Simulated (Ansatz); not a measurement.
# C₄H₅F₃O₂: vertical ionisation energy

How much energy removes an electron from C₄H₅F₃O₂ at fixed geometry? The cation is run at each level and the neutral's energy taken from earlier runs.

Computed with Ansatz 0.2.0, Gaussian basis. Level: unrestricted cation, the program's frozen cores in correlated methods.

Levels to be run: UKS PBE-D4/def2-TZVPP; UKS r2SCAN-D4/def2-TZVPP; UKS PBE0-D4/def2-TZVPP; UKS B3LYP-D4/def2-TZVPP; UKS wB97X-V/def2-TZVPP; UKS wB97M-V/def2-TZVPP; UKS B2PLYP/def2-TZVPP; UHF-CCSD(T)/def2-TZVPP; UHF-MP2/def2-QZVPP; extrapolation to the limit; then −ε(HOMO) from the neutral's earlier runs with LDA (SPW92), PBE-D4, revPBE-D4, BLYP-D4, r2SCAN-D4, B97M-V, PBE0-D4, B3LYP-D4, r2SCANh-D4, r2SCAN0-D4, HSE06-D4, BHLYP-D4, CAM-B3LYP-D4, LC-ωPBE, ωB97X-V, ωB97M-V.

## 1. The geometry

All runs share one geometry, relaxed beforehand with PBE0-D4 in a triple-zeta def2 set.

SMILES `CCOC(=O)C(F)(F)F`, 14 atoms, charge 0, spin multiplicity 1.

Atoms are counted from 1 here; the program's logs count them from 0.

Bond lengths: C1–C2 1.507 Å, C1–H10 1.091 Å, C1–H11 1.091 Å, C1–H12 1.092 Å, C2–O3 1.442 Å, C2–H13 1.089 Å, C2–H14 1.091 Å, O3–C4 1.318 Å, C4–O5 1.194 Å, C4–C6 1.545 Å, C6–F7 1.321 Å, C6–F8 1.334 Å, C6–F9 1.333 Å. Angles: C2–C1–H10 111.0°, C2–C1–H11 110.9°, C2–C1–H12 109.4°, H10–C1–H11 109.1°, H10–C1–H12 108.1°, H11–C1–H12 108.3°, C1–C2–O3 111.0°, C1–C2–H13 111.9°, C1–C2–H14 111.6°, O3–C2–H13 104.1°, O3–C2–H14 108.5°, H13–C2–H14 109.4°, C2–O3–C4 116.4°, O3–C4–O5 127.7°, O3–C4–C6 109.4°, O5–C4–C6 122.9°, C4–C6–F7 110.5°, C4–C6–F8 110.3° and more.

## 2. Cation, UKS PBE-D4/def2-TZVPP

Input file in.yaml:

```yaml
crystal:
  periodic: [false, false, false]
  atoms:
    - {symbol: C, position_ang: [-0.369051, -0.259419, -2.034098]}
    - {symbol: C, position_ang: [-0.198219, 0.896218, -1.081900]}
    - {symbol: O, position_ang: [-0.440604, 0.485379, 0.279440]}
    - {symbol: C, position_ang: [0.576209, -0.058393, 0.918169]}
    - {symbol: O, position_ang: [1.683752, -0.237014, 0.509740]}
    - {symbol: C, position_ang: [0.132073, -0.458031, 2.343511]}
    - {symbol: F, position_ang: [1.142185, -0.987880, 3.010651]}
    - {symbol: F, position_ang: [-0.855598, -1.353284, 2.287726]}
    - {symbol: F, position_ang: [-0.308236, 0.606355, 3.015185]}
    - {symbol: H, position_ang: [0.380847, -1.030128, -1.851953]}
    - {symbol: H, position_ang: [-1.363085, -0.699291, -1.937024]}
    - {symbol: H, position_ang: [-0.249807, 0.095066, -3.060298]}
    - {symbol: H, position_ang: [-0.935068, 1.678996, -1.258014]}
    - {symbol: H, position_ang: [0.804622, 1.321437, -1.141116]}
basis:
  gaussian: {orbitals: def2-TZVPP}
total_charge: 1
magnetization: {spin_polarized: true, initial_magnetization: 1}
hamiltonian: {xc: pbe, dispersion: d4}
```

Command:

```console
> ansatz run in.yaml --threads 2 --pin off --events-out ev --progress --plain --max-ram 20480MiB --backend cuda --devices 0, --max-vram 18GiB
```

After this run come: Cation, UKS r2SCAN-D4/def2-TZVPP; Cation, UKS PBE0-D4/def2-TZVPP; Cation, UKS B3LYP-D4/def2-TZVPP; Cation, UKS wB97X-V/def2-TZVPP; Cation, UKS wB97M-V/def2-TZVPP; Cation, UKS B2PLYP (frozen core)/def2-TZVPP; Cation, UHF-CCSD(T)/def2-TZVPP; Cation, UHF-MP2/def2-QZVPP.

**Question.** What will the summary of the whole plan be? Wanted: ionisation energy, CCSD(T)/CBS; nearest functional by difference; nearest −ε(HOMO); −ε(HOMO) of PBE; T1 of the cation.

**Answer**, as computed:

| quantity | value |
| --- | --- |
| ionisation energy, CCSD(T)/CBS | 11.57 eV |
| nearest functional by difference | B2PLYP (-0.24 eV) |
| nearest −ε(HOMO) | LC-ωPBE (+0.13 eV) |
| −ε(HOMO) of PBE | 7.11 eV |
| T1 of the cation | 0.023 |

In words: By cation minus neutral, the functionals miss by 0.94 eV at most. −ε(HOMO) of PBE misses by 4.5 eV, since self-interaction lifts the level. Among orbital estimates LC-ωPBE comes nearest. Hartree-Fock falls 1.41 eV short, as the neutral has more correlation energy than the cation.
